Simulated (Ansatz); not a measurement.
# C2H3AlN: the cost of one run

The runs use Ansatz 0.2.0; UHF/def2-TZVP.

**1. The system as given**

SMILES `N=C=[CH][AlH]`, 7 atoms, charge 0, spin multiplicity 2.

Atoms are counted from 1 here; the program's logs count them from 0.

Bond lengths: N1–C2 1.232 Å, N1–H5 1.028 Å, C2–C3 1.330 Å, C3–Al4 1.945 Å, C3–H6 1.102 Å, Al4–H7 1.620 Å. Angles: C2–N1–H5 119.8°, N1–C2–C3 172.4°, C2–C3–Al4 115.6°, C2–C3–H6 119.6°, Al4–C3–H6 124.8°, C3–Al4–H7 116.2°.

Geometry (Å):

```tsv
atom	x (Å)	y (Å)	z (Å)
N1	-1.7629	-0.3478	-0.1491
C2	-0.6021	-0.3939	0.2599
C3	0.6308	-0.2746	0.7430
Al4	1.7539	1.0503	-0.1334
H5	-2.0571	-0.9589	-0.9210
H6	0.9465	-0.9052	1.5900
H7	1.0909	1.8302	-1.3894
```

This geometry comes from a loose relaxation at PBE in a small basis, which is not shown.

**3. Setting up the map**

The axes are (1) umbrella angle at C3 (between each of its bonds and their common axis; 90 is planar): 11 values from 66.0 to 114.0 °; (2) change of the bonds C3–C2, C3–Al4, C3–H6, all alike: 11 values from −0.158 to 0.245 Å.

Nothing else is relaxed (all other coordinates rigid). Energies count from the relaxed molecule at the same level. Points are written as (first, second).

(The set-up runs are not shown.)

**4. The run at (90.0°, 0.003 Å)**

File input.yaml:

```yaml
crystal:
  periodic: [false, false, false]
  atoms:
    - { symbol: "N", position_ang: [-1.775901, -0.399171, -0.114761] }
    - { symbol: C, position_ang: [-0.63332, -0.374501, 0.253985] }
    - { symbol: C, position_ang: [0.594325, -0.249082, 0.685274] }
    - { symbol: Al, position_ang: [1.775665, 1.042256, -0.14544] }
    - { symbol: H, position_ang: [-2.013395, -1.033201, -0.8523] }
    - { symbol: H, position_ang: [0.874578, -0.896149, 1.502768] }
    - { symbol: H, position_ang: [1.19618, 1.867163, -1.3731] }
magnetization:
  spin_polarized: true
  initial_magnetization: 1
basis:
  gaussian: { orbitals: def2-TZVP }
hamiltonian:
  xc: hf
output:
  forces: true
```

Launch:

```bash
ansatz run input.yaml --threads 1 --pin off --max-ram 2560MiB --backend cpu --events-out ev --progress --plain --runs-dir out
```

Q: Estimate wall time and peak memory on 1 thread of Arm Neoverse V2, shared host.

About 4.8 s, with a peak of 0.28 GiB.
